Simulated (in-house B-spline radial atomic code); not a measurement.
# Excited states and polarisability of V¹³⁺ by several methods

How far do the methods of linear response differ for V¹³⁺? Each gives excitation energies, polarisability and C6.

Program: in-house B-spline radial atomic code version 1. Level of theory: linear response of a closed shell, each method with its own adiabatic kernel; spin-free one-electron X2C, finite nucleus; B-spline basis; no spin-orbit coupling, no double excitations; only terms of natural parity, (−1)^L, with L up to 3 are computed. These are calculated values, not measurements, unless marked.

### 1 The system

| Item | Value |
| --- | --- |
| element | vanadium (Z = 23) |
| charge | +13 |
| configuration | [He] 2s2 2p6 |
| runs | TDHF; PBE; BP86; BSE on G0W0@HF; BLYP |

Outer shells as boxes (Hund's rule):

V¹³⁺
```
[He] core
2s [↑↓]
2p [↑↓][↑↓][↑↓]
```

### 2 TDHF

The run's settings:

```ini
Z = 23
electrons = 10.0
configuration = [He] 2s2 2p6
hamiltonian = x2c
method = hf
box_radius = 7.96
rms_radius = 3.6002
intervals = 69
```

On the command line:

```sh
$ python run_td.py task.json out
```

task.json lists these runs, among others, and the program works through them in turn.

### 3 PBE

Changes to the settings of step 2:

```diff
@@ -4,3 +4,3 @@
 hamiltonian = x2c
-method = hf
+method = pbe,pbe
 box_radius = 7.96
```

### 4 BP86

Changes to the settings of step 3:

```diff
@@ -4,3 +4,3 @@
 hamiltonian = x2c
-method = pbe,pbe
+method = b88,p86
 box_radius = 7.96
```

### 5 BSE on G0W0@HF

Changes to the settings of step 4:

```diff
@@ -4,3 +4,3 @@
 hamiltonian = x2c
-method = b88,p86
+method = bse
 box_radius = 7.96
```

### 6 BLYP

Changes to the settings of step 5:

```diff
@@ -4,3 +4,3 @@
 hamiltonian = x2c
-method = bse
+method = b88,lyp
 box_radius = 7.96
```

**Question.** What will these runs give? Wanted: for each run, threshold; 2p→3s ¹P; 2p→3s ³P, Tamm-Dancoff; α; C6.

**Answer**, as computed:

| run | threshold (eV) | 2p→3s ¹P (eV) | 2p→3s ³P, Tamm-Dancoff (eV) | α (bohr³) | C6 (hartree bohr⁶) | time |
| --- | --- | --- | --- | --- | --- | --- |
| TDHF | 900.20 | 526.18 | 523.34 | 0.01030 | 0.002037 | 0.4 s |
| PBE | 858.62 | 510.72 | 508.19 | 0.01049 | 0.002088 | 0.4 s |
| BP86 | 858.95 | 512.26 | 509.88 | 0.01048 | 0.002084 | 0.4 s |
| BSE on G0W0@HF | 898.70 | 524.93 | 522.15 | 0.01028 | 0.002032 | 3.8 s |
| BLYP | 858.82 | 506.30 | 502.70 | 0.01049 | 0.002087 | 0.4 s |

What this shows: α runs from 0.0103 (BSE on G0W0@HF) to 0.0105 bohr³ (PBE). The semilocal functionals put the threshold at 858.62 to 858.95 eV, under Hartree-Fock's 900.20 eV, through self-interaction. In this BSE only levels near the gap carry their own quasi-particle shift; deeper ones move rigidly and higher empty ones not at all. Spin-orbit coupling, absent here, splits and mixes these terms strongly in an ion this highly charged, so they need not match single real levels.
